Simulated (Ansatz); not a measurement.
# FH3NOSi with multiplicity 2: a dynamics run in two tries

Wanted: a short trajectory, and a check that the input is sound. SMILES of the start: [NH][SiH](O)F.

Method: UKS PBE0/def2-SVP, in Ansatz 0.2.0.

**1. The structure to begin with**

Bond lengths: N1–Si2 1.690 Å, Si2–O3 1.628 Å, Si2–F4 1.550 Å, N1–H5 1.055 Å, Si2–H6 1.514 Å, O3–H7 0.936 Å. Angles: N1–Si2–O3 121.9°, N1–Si2–F4 107.5°, N1–Si2–H6 96.5°, O3–Si2–F4 109.7°, O3–Si2–H6 112.5°, F4–Si2–H6 107.4°, Si2–N1–H5 104.1°, Si2–O3–H7 127.5°.

Coordinates:

```xyz
7

N    -0.7494    0.7525   -1.0230
Si   -0.0730   -0.1316    0.2484
O     1.5247   -0.4309    0.3344
F    -0.8613   -1.4613    0.3617
H    -0.7362    1.7491   -0.6785
H    -0.5523    0.7750    1.3616
H     1.9579   -1.2508    0.2108
```

**2. The run**

File input.yaml:

```yaml
crystal:
  periodic: [false, false, false]
  atoms:
    - { symbol: "N", position_ang: [-0.749436, 0.752467, -1.022973] }
    - { symbol: Si, position_ang: [-0.073009, -0.131552, 0.248395] }
    - { symbol: O, position_ang: [1.524733, -0.430882, 0.334363] }
    - { symbol: F, position_ang: [-0.861308, -1.461256, 0.361712] }
    - { symbol: H, position_ang: [-0.736187, 1.749105, -0.678516] }
    - { symbol: H, position_ang: [-0.552311, 0.774996, 1.361567] }
    - { symbol: H, position_ang: [1.957922, -1.250825, 0.210829] }
magnetization:
  spin_polarized: true
  initial_magnetization: 1
basis:
  gaussian: { orbitals: def2-SVP }
hamiltonian:
  xc: pbe0
md:
  timestep: 0.5
  n_steps: 25
  ensemble: nvt_langevin
  temperature: 700.0
  initial_velocities: maxwell_boltzmann
  seed: 994056
  friction: 0.001
  masses: [{ species: "N", mass: 0.0 }]
```

Launch:

```console
$ ansatz run input.yaml --threads 2 --pin off --max-ram 3072MiB --backend cpu --events-out ev --progress --plain --runs-dir out
```

Q: Predict the outcome of this session. Wanted: first try.

As calculated:

| quantity | value |
| --- | --- |
| first try | refused |
| cause | an atom is given no mass, so any force would accelerate it without limit |

**Reading.** The fault in the first input was caught at the input check and cost nothing.
